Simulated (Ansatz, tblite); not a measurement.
**The cluster ZrAl6+: one state, many levels**

The task here is to estimate one member of a computed series from the others.

The runs use Ansatz 0.2.0, Gaussian basis; as each input shows.

Levels to be run: GFN1-xTB, GFN2-xTB, PBE-D4/def2-TZVP, r2SCAN-D4/def2-TZVP, ωB97X-V/def2-TZVP, PBE-D4/def2-SVP, PBE0-D4/def2-SVP, CCSD(T)/def2-SVP, MP2/def2-TZVP, RPA/def2-TZVP.

8 further runs of the same task are left out: 3 that didn't finish, 5 set aside as unsound or not needed. Runs told in other sessions of the task aren't counted.

### The relaxed structure

The doublet was relaxed beforehand with B3LYP-D4/def2-SVP. At that level it is the lowest of the isomers that a small search found.

7 atoms, charge 1, spin multiplicity 2.

Bond lengths: Zr1–Al2 2.777 Å, Zr1–Al5 2.777 Å, Zr1–Al6 2.776 Å, Zr1–Al7 2.777 Å, Al2–Al3 2.636 Å, Al2–Al5 2.615 Å, Al3–Al4 2.570 Å, Al3–Al6 2.636 Å, Al4–Al5 2.635 Å, Al4–Al7 2.637 Å, Al6–Al7 2.614 Å. Angles: Al2–Zr1–Al5 56.2°, Al2–Zr1–Al6 60.2°, Al2–Zr1–Al7 86.9°, Al5–Zr1–Al6 86.9°, Al5–Zr1–Al7 60.2°, Al6–Zr1–Al7 56.2°, Zr1–Al2–Al3 110.3°, Zr1–Al2–Al5 61.9°, Al3–Al2–Al5 89.6°, Al2–Al3–Al4 90.4°, Al2–Al3–Al6 63.8°, Al4–Al3–Al6 90.6°, Al3–Al4–Al5 90.5°, Al3–Al4–Al7 90.4°, Al5–Al4–Al7 63.7° and more.

Geometry (Å):

```xyz
7
Al6Zr
Zr   -0.8995    2.0216   -0.8414
Al    1.5932    1.1083   -0.0277
Al    1.3294   -0.9554    1.5909
Al    0.1052   -2.2669   -0.2499
Al    0.3436   -0.2248   -1.8986
Al   -0.6122    0.8264    1.6481
Al   -1.8597   -0.5092   -0.2215
```

Zr takes a core potential in the def2 sets. No spin-orbit coupling is included. The ion is computed in the gas phase, without counter-ions or solvent.

PBE0-D4/def2-TZVP was run before; its log isn't repeated, and its numbers join the tables.

The first run:

Tight binding, by tblite at 300 K electronic temperature and without a spin-polarisation term:

```python
tblite.interface.Calculator('GFN1-xTB', numbers, positions, charge=1, uhf=1).singlepoint()
```

Tight binding, by tblite at 300 K electronic temperature and without a spin-polarisation term:

```python
tblite.interface.Calculator('GFN2-xTB', numbers, positions, charge=1, uhf=1).singlepoint()
```

start.molden holds the orbitals of an earlier run on this state, given as this run's starting guess.

The input, in.yaml:

```yaml
crystal:
  periodic: [false, false, false]
  atoms:
    - {symbol: Zr, position_ang: [-0.899477, 2.021592, -0.841364]}
    - {symbol: Al, position_ang: [1.593161, 1.108284, -0.027725]}
    - {symbol: Al, position_ang: [1.329378, -0.955370, 1.590889]}
    - {symbol: Al, position_ang: [0.105241, -2.266887, -0.249911]}
    - {symbol: Al, position_ang: [0.343556, -0.224801, -1.898558]}
    - {symbol: Al, position_ang: [-0.612175, 0.826367, 1.648141]}
    - {symbol: Al, position_ang: [-1.859683, -0.509185, -0.221462]}
basis:
  gaussian: {orbitals: def2-TZVP, initial_orbitals: start.molden}
total_charge: 1
magnetization: {spin_polarized: true, initial_magnetization: 1}
hamiltonian: {xc: pbe, dispersion: d4}
scf: {omitted_lower_state_checks: [starts]}
output: {orbitals: {seedname: orbitals}}
```

Run with:

```console
> ansatz run in.yaml --threads 4 --pin off --events-out ev --progress --plain --max-ram 4787MiB
```

Steps of the session up to this table: PBE-D4/def2-TZVP; r2SCAN-D4/def2-TZVP; ωB97X-V/def2-TZVP; PBE-D4/def2-SVP; PBE0-D4/def2-SVP; CCSD(T)/def2-SVP; MP2/def2-TZVP; RPA/def2-TZVP.

One table of the session follows, with a row left open; its other results are not shown here.

| level | HOMO (eV) | LUMO (eV) | gap (eV) |
| --- | --- | --- | --- |
| PBE-D4/def2-SVP | -7.97 | -7.48 | 0.50 |
| PBE-D4/def2-TZVP | -7.85 | -7.37 | 0.48 |
| r2SCAN-D4/def2-TZVP | -8.15 | -7.27 | 0.89 |
| PBE0-D4/def2-SVP | ? | ? | ? |
| PBE0-D4/def2-TZVP | -8.74 | -6.66 | 2.08 |
| ωB97X-V/def2-TZVP | -10.43 | -4.79 | 5.64 |

Estimate the missing values for PBE0-D4/def2-SVP.

As computed: HOMO (eV): -8.87; LUMO (eV): -6.79; gap (eV): 2.09. In the column «HOMO (eV)» it lies between ωB97X-V/def2-TZVP (-10.43) and PBE0-D4/def2-TZVP (-8.74).

Caveats from the session: Doubts: large T1 diagnostic, spin contamination. Notes on CCSD(T)/def2-SVP: large T1 diagnostic, spin contamination.
